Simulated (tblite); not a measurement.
# BCl2H5SeSi2: the cost of one run

Computed with tblite 0.8.0 and PySCF 2.14.0, with density-fitted response routines of our own, on a single molecule, in the gas phase or a continuum. Atoms count from 0, in the outputs and in this text.

## (1) The starting structure

11 atoms, charge 0, multiplicity 1; geometry from: force field or distance geometry start.

Bonds of the start (Å): Si0–Se1 2.29, Se1–Si2 2.27, Si2–B3 1.93, B3–Cl4 1.85, B3–Cl5 1.85, Si0–H6 1.47, Si0–H7 1.47, Si0–H8 1.47, Si2–H9 1.46, Si2–H10 1.48.

## (2) Optimising the geometry with GFN2-xTB

Job settings and geometry (Å):

```
{"job": {"kind": "relax", "xc": "GFN2-xTB", "basis": "xTB"}, "charge": 0, "multiplicity": 1}
Si     1.986100    -0.290800     0.230000
Se     0.904800     1.727700     0.373900
Si    -0.910000     0.889300    -0.697200
B     -1.832600    -0.379700     0.427400
Cl    -2.445900     0.127500     2.102200
Cl    -1.985800    -2.145300    -0.098900
H      1.217000    -1.304500     0.964200
H      3.330000    -0.166800     0.814600
H      2.089600    -0.685400    -1.180600
H     -0.505600     0.236700    -1.944800
H     -1.842200     1.993900    -1.016700
```

Launch:

```bash
> OMP_NUM_THREADS=1 python probes_run.py task.json out
```

This one command runs all jobs of the session in turn.

**Question.** How long does this first job take on 1 thread of Arm Neoverse V1, shared host, and how much memory does it need?

About 1.1 s, with a peak of 0.18 GiB.
